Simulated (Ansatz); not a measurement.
Run this with the Ansatz DFT code, driven from Python and show what comes out.

`ch3bn2.xyz`
```text
7

B    -0.79370    1.08780    0.13690
N    -0.82890   -0.34960    0.47590
C     0.13790   -1.07150    0.15560
N     1.24010   -1.78840   -0.14130
H     0.07290    1.62220   -0.45720
H    -1.77560    1.81050    0.41640
H     2.00880   -1.37890   -0.63190
```

Script `ch3bn2_scan.py`:
```python
# -*- coding: utf-8 -*-
'''Stretching a bond of CH3BN2, the rest held rigid.'''

import ansatz as az
import numpy as np


def main():
    mol = az.Crystal.molecule_from_extxyz('ch3bn2.xyz')

    symbols = [site.symbol for site in mol.cartesian_sites]
    start = np.array([site.position_ang for site in mol.cartesian_sites])
    axis = (start[0] - start[1]) / np.linalg.norm(start[0] - start[1])
    moving = [0, 4, 5]
    lengths, energies = [1.3, 1.359, 1.418, 1.477, 1.536, 1.595, 1.655, 1.743], []
    for length in lengths:
        xyz = start.copy()
        xyz[moving] += (length - np.linalg.norm(start[0] - start[1])) * axis
        point = az.Crystal.molecule()
        for symbol, place in zip(symbols, xyz):
            point = point.atom(symbol, place.tolist())
        job = point.calculation()
        job = job.basis(gaussian='cc-pVDZ')
        job = job.functional('HF')
        report = job.run(threads=1).report
        energies.append(report['free_energy_ev'])
        print(f'r = {length:6.3f} A  E = {energies[-1]:.5f} eV  <S^2> = {abs(report["mean_field"]["state"]["spin_squared"]):.3f}')

    # quartic fit about the minimum
    fit = np.polynomial.Polynomial.fit(lengths, np.array(energies) - min(energies), 4).convert()
    roots = [r.real for r in fit.deriv().roots() if abs(r.imag) < 1e-9 and fit.deriv(2)(r.real) > 0]
    r_e = min(roots, key=lambda r: abs(r - lengths[int(np.argmin(energies))]))
    print(f'minimum of the fit at {r_e:.4f} A, force constant {fit.deriv(2)(r_e):.2f} eV/A^2')


if __name__ == '__main__':
    main()
```

```console
$ python ch3bn2_scan.py
r =  1.300 A  E = -4711.29826 eV  <S^2> = 0.000
r =  1.359 A  E = -4711.60847 eV  <S^2> = 0.000
r =  1.418 A  E = -4711.72694 eV  <S^2> = 0.000
r =  1.477 A  E = -4711.70516 eV  <S^2> = 0.000
r =  1.536 A  E = -4711.58187 eV  <S^2> = 0.000
r =  1.595 A  E = -4711.38629 eV  <S^2> = 0.000
r =  1.655 A  E = -4711.13597 eV  <S^2> = 0.000
r =  1.743 A  E = -4710.71016 eV  <S^2> = 0.000
minimum of the fit at 1.4364 A, force constant 36.76 eV/A^2
```

What to keep in mind:
- Total energies depend on the basis set; only differences at equal settings carry meaning.
- The rest of the molecule is held rigid at a force-field or estimated start geometry, and the basis set is modest; single-reference methods fail as a bond breaks.
- Hartree-Fock leaves correlation out, so bond, atomisation and ionisation energies come out well too low.
- The orbitals are restricted, so S² is zero by construction.
- Run time: 2.7 s on 1 thread of AMD EPYC 9R45 96-Core Processor (Zen 5), on a shared host, peak memory 0.18 GiB.

(A comment or docstring line of the script was reworded after the run, the code is as it ran; lines on the test bed's own set-up are left out of the output.)
